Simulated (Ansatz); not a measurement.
# As4S: the cost of one run

Program: Ansatz 0.2.0. Level of theory: DFT PBE, scalar-relativistic, plane waves, PAW. These are calculated values, not measurements.

1 further run of the same task is left out (it didn't finish).

## 1. The structure to begin with

It takes space group P-43m (No. 215, cubic). The conventional cell has a = 5.066 Å, b = 5.066 Å, c = 5.066 Å, α = 90.00°, β = 90.00°, γ = 90.00°. As (site symmetry 3m) has 1 S at 2.19 Å as nearest neighbours. S (site symmetry -43m) has 4 As at 2.19 Å as nearest neighbours.

Structure file:

```xyz
5
Lattice="5.0657 0.0000 0.0000 0.0000 5.0657 0.0000 0.0000 0.0000 5.0657" Properties=species:S:1:pos:R:3 pbc="T T T"
As    1.2664    1.2664    1.2664
As    3.7993    3.7993    1.2664
As    1.2664    3.7993    3.7993
As    3.7993    1.2664    3.7993
S     0.0000    0.0000    0.0000
```

A structure generator made this guess: species swapped into a database cell of SnI4 (P-43m, No. 215), with S on the Sn sites and As on the I sites. Its size is a rough estimate.

## 2. Probe: one point on a coarse mesh

File input.yaml:

```yaml
crystal:
  lattice:
    - [5.06567097, 0.0, 0.0]
    - [0.0, 5.06567097, 0.0]
    - [0.0, 0.0, 5.06567097]
  atoms:
    - { symbol: As, position: [0.25, 0.25, 0.25] }
    - { symbol: As, position: [0.75, 0.75, 0.25] }
    - { symbol: As, position: [0.25, 0.75, 0.75] }
    - { symbol: As, position: [0.75, 0.25, 0.75] }
    - { symbol: S, position: [0.0, 0.0, 0.0] }
basis:
  ecutwfc: 420
kpoints:
  mp_grid: { grid: [4, 4, 4] }
hamiltonian:
  xc: pbe
scf:
  occupations: { method: gaussian, width: 0.1 }
  lower_state_search: "off"
output:
  forces: true
  stress: true
  eigenvalues: true
```

On the command line:

```
$ ansatz run input.yaml --threads 1 --pin off --max-ram 2560MiB --backend cpu --events-out ev --progress --plain --runs-dir out
```

What time and memory should one allow on 1 thread of Intel Xeon at 2.70GHz, shared host?

About 6.4 s, with a peak of 0.35 GiB.
